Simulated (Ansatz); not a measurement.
# GaF2 radical: one species, many methods

An exercise on one series of results from a longer session: the logs are not shown, and one member is left open.

Computed with Ansatz 0.2.0, Gaussian basis. Level: functionals in def2-TZVPP, the program's frozen cores in correlated methods.

Levels to be run: LDA (SPW92), PBE-D4, revPBE-D4, BLYP-D4, r2SCAN-D4, B97M-V, PBE0-D4, B3LYP-D4, r2SCANh-D4, r2SCAN0-D4, HSE06-D4, BHLYP-D4, CAM-B3LYP-D4, LC-ωPBE, ωB97X-V, ωB97M-V, B2PLYP, PBE-QIDH; CCSD(T)/def2-SVP; CCSD(T)/def2-TZVPP; CCSD(T)/def2-QZVPP; extrapolation to the limit; RPA on PBE.

### Structure used throughout

An earlier PBE0-D4 in a triple-zeta def2 set relaxation fixed the geometry.

SMILES `[F][Ga][F]`, 3 atoms, charge 0, spin multiplicity 2.

Atoms are counted from 1 here; the program's logs count them from 0.

Bond lengths: F1–Ga2 1.756 Å, Ga2–F3 1.756 Å. Angles: F1–Ga2–F3 116.8°.

As a file:

```xyz
3
charge 0, multiplicity 2
F    -1.3112    0.3750   -0.6864
Ga    0.2111    0.5236    0.1767
F     1.0892   -0.9634    0.4963
```

Set-up of the first run:

The input, in.yaml:

```yaml
crystal:
  periodic: [false, false, false]
  atoms:
    - {symbol: F, position_ang: [-1.311223, 0.374965, -0.686387]}
    - {symbol: Ga, position_ang: [0.211074, 0.523561, 0.176745]}
    - {symbol: F, position_ang: [1.089248, -0.963427, 0.496341]}
basis:
  gaussian: {orbitals: def2-TZVPP}
magnetization: {spin_polarized: true, initial_magnetization: 1}
hamiltonian: {xc: lda}
output: {orbitals: {seedname: orbitals}}
```

The run is started by

```
$ ansatz run in.yaml --threads 2 --pin off --events-out ev --progress --plain --max-ram 32768MiB --backend cpu
```

Steps of the session up to this table: LDA; PBE-D4 (GGA); revPBE-D4 (GGA); BLYP-D4 (GGA); r2SCAN-D4 (meta-GGA); B97M-V (meta-GGA); PBE0-D4 (hybrid); B3LYP-D4 (hybrid); r2SCANh-D4 (hybrid); r2SCAN0-D4 (hybrid); HSE06-D4 (hybrid); BHLYP-D4 (hybrid); CAM-B3LYP-D4 (range-separated); LC-ωPBE (range-separated); ωB97X-V (range-separated); ωB97M-V (range-separated); B2PLYP (double hybrid); PBE-QIDH (double hybrid).

One table of the session follows, with a row left open; its other results are not shown here.

| functional | HOMO (eV) | LUMO (eV) | gap (eV) |
| --- | --- | --- | --- |
| LDA (SPW92) | -6.68 | -5.70 | 0.98 |
| PBE-D4 | -6.51 | -5.28 | 1.23 |
| revPBE-D4 | -6.44 | -5.10 | 1.34 |
| BLYP-D4 | -6.38 | -5.40 | 0.99 |
| r2SCAN-D4 | -6.93 | -4.87 | 2.07 |
| B97M-V | -6.65 | -5.48 | 1.17 |
| PBE0-D4 | -7.75 | -4.28 | 3.47 |
| B3LYP-D4 | -7.53 | -4.81 | 2.73 |
| r2SCANh-D4 | -7.39 | -4.54 | 2.86 |
| r2SCAN0-D4 | -8.07 | -4.05 | 4.01 |
| HSE06-D4 | -7.34 | -4.66 | 2.68 |
| BHLYP-D4 | -8.84 | -3.57 | 5.27 |
| CAM-B3LYP-D4 | ? | ? | ? |
| LC-ωPBE | -10.40 | -1.83 | 8.57 |
| ωB97X-V | -9.90 | -2.25 | 7.66 |
| ωB97M-V | -9.88 | -2.49 | 7.38 |

**Question.** Estimate the row for CAM-B3LYP-D4.

As computed: HOMO (eV): -9.09; LUMO (eV): -3.49; gap (eV): 5.60. In the column «HOMO (eV)» it lies between ωB97M-V (-9.88) and BHLYP-D4 (-8.84).
